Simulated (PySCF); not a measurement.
# C2H7NSi3: the cost of one run

The runs use PySCF 2.14.0, with density-fitted response routines of our own; the level of theory stands in each step. All values are computed, except where a source is named. Atoms are numbered from 0 throughout.

**1. Starting geometry**

13 atoms, charge 0, multiplicity 1; geometry from: GFN2-xTB. The atoms were then displaced at random by about 0.01 Å, so the start is not that level's minimum.

Bonds of the start (Å): N0–C1 1.12, C1–Si2 1.85, Si2–C3 1.96, C3–Si4 1.90, Si4–Si5 2.36, Si5–Si2 2.36, Si2–H6 1.46, C3–H7 1.10, C3–H8 1.10, Si4–H9 1.45, Si4–H10 1.47, Si5–H11 1.46, Si5–H12 1.46.

**2. Geometry optimisation at PBE0-D3(BJ)/def2-SVP**

What the job is given:

```
{"job": {"xc": "PBE0", "basis": "def2-SVP", "d3": "d3bj", "grid": 1, "shake": 0.01, "kind": "geom"}, "charge": 0, "multiplicity": 1}
N     -3.128630     1.009430    -1.396690
C     -2.399860     0.697290    -0.606340
Si    -1.119270     0.213290     0.641170
C     -0.117170    -1.310890    -0.064130
Si     1.608200    -0.611780    -0.448060
Si     0.896790     1.438000     0.481740
H     -1.898380    -0.079790     1.841970
H     -0.615060    -1.728640    -0.948170
H     -0.112510    -2.122990     0.680850
H      1.911140    -0.665520    -1.860810
H      2.651280    -1.381170     0.247610
H      0.884700     2.645980    -0.335730
H      1.444590     1.879910     1.756270
```

Command:

```sh
$ OMP_NUM_THREADS=1 python probes_run.py task.json out
```

One launch serves the whole session: the jobs run in the order shown.

**Question.** How long does this first job take on 1 thread of Arm Neoverse V1, shared host, and how much memory does it need?

About 2.4 min, with a peak of 0.52 GiB.
